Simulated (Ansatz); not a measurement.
# TaRu: properties at the relaxed cell

One table from this session's results is given with a row withheld; the runs are named, their logs left out.

Computed with Ansatz 0.2.0 (DFT r2SCAN, scalar-relativistic, plane waves, PAW, unless a step's input says otherwise).

1 further run of the same task is left out (set aside as unsound or not needed).

## Starting point

It takes space group Pm-3m (No. 221, cubic). Conventional cell: a = 3.155 Å, b = 3.155 Å, c = 3.155 Å, α = 90.00°, β = 90.00°, γ = 90.00°. Ta (site symmetry m-3m) is surrounded by 8 Ru at 2.73 Å. Around Ru (site symmetry m-3m) lie 8 Ta at 2.73 Å.

Coordinates:

```cif
data_structure
_symmetry_space_group_name_H-M 'P 1'
_symmetry_Int_Tables_number 1
_cell_length_a 3.1549
_cell_length_b 3.1549
_cell_length_c 3.1549
_cell_angle_alpha 90.000
_cell_angle_beta 90.000
_cell_angle_gamma 90.000
_cell_volume 31.40
loop_
_atom_site_label
_atom_site_type_symbol
_atom_site_fract_x
_atom_site_fract_y
_atom_site_fract_z
_atom_site_occupancy
Ta1 Ta 0.50000 0.50000 0.50000 1
Ru1 Ru 0.00000 0.00000 0.00000 1
```

It is the result of an earlier relaxation at this level (volume 15.70 Å³/atom; gap on the mesh: none (metal)).

The first run:

input.yaml

```yaml
crystal:
  lattice:
    - [3.1548630363, 0.0, 0.0]
    - [0.0, 3.1548630363, 0.0]
    - [0.0, 0.0, 3.1548630363]
  atoms:
    - { symbol: Ta, position: [0.5, 0.5, 0.5] }
    - { symbol: Ru, position: [0.0, 0.0, 0.0] }
basis:
  ecutwfc: 500
kpoints:
  mp_grid: { grid: [14, 14, 14] }
  band_path:
    path:
      - [[0.0, 0.0, 0.0], [0.0, 0.5, 0.0], [0.5, 0.5, 0.0], [0.0, 0.0, 0.0], [0.5, 0.5, 0.5], [0.0, 0.5, 0.0]]
      - [[0.5, 0.5, 0.5], [0.5, 0.5, 0.0]]
    npoints: 14
hamiltonian:
  xc: r2scan
scf:
  occupations: { method: gaussian, width: 0.1 }
  n_extra_bands: 6
output:
  forces: true
  stress: true
  eigenvalues: true
  populations: true
  dos: { projected: true, de: 0.02, nscf_kmesh: { grid: [21, 21, 21] } }
  bader: true
  write_density: true
  write_potential: true
  elf: true
  volumetric_format: npy
```

On the command line:

```bash
ansatz run input.yaml --threads 1 --pin off --max-ram 2560MiB --backend cpu --events-out ev --progress --plain --runs-dir out
```

Among the steps run: Electronic structure at the relaxed geometry; Point at V/V0 = 0.97; The cell scaled to 1.03 of its volume; Volume × 0.94; The cell scaled to 1.06 of its volume.

One table of the session follows, with a row left open; its other results are not shown here.

It belongs to the step «Equation of state». 

```
volume (Å³/atom)  energy above the lowest point (meV/atom)  pressure (GPa)
          14.758                                      51.9           18.79
          15.229                                      12.2            8.64
          15.700                                       0.0           -0.02
          16.171                                         ?               ?
          16.642                                      42.9          -13.78
```

Estimate the missing values for volume (Å³/atom) = 16.171.

Worked estimate for «energy above the lowest point (meV/atom)». A straight line through the neighbours (15.700, 0.0) and (16.642, 42.9) gives 0.0 + (42.9 − 0.0) × (16.171 − 15.700) / (16.642 − 15.700) = 21.4; a parabola fitted to 3 rows on both sides gives 10.2.

As computed: energy above the lowest point (meV/atom): 11.3; pressure (GPa): -7.44. In «energy above the lowest point (meV/atom)» the line misses by +10.1 and the parabola by -1.1.
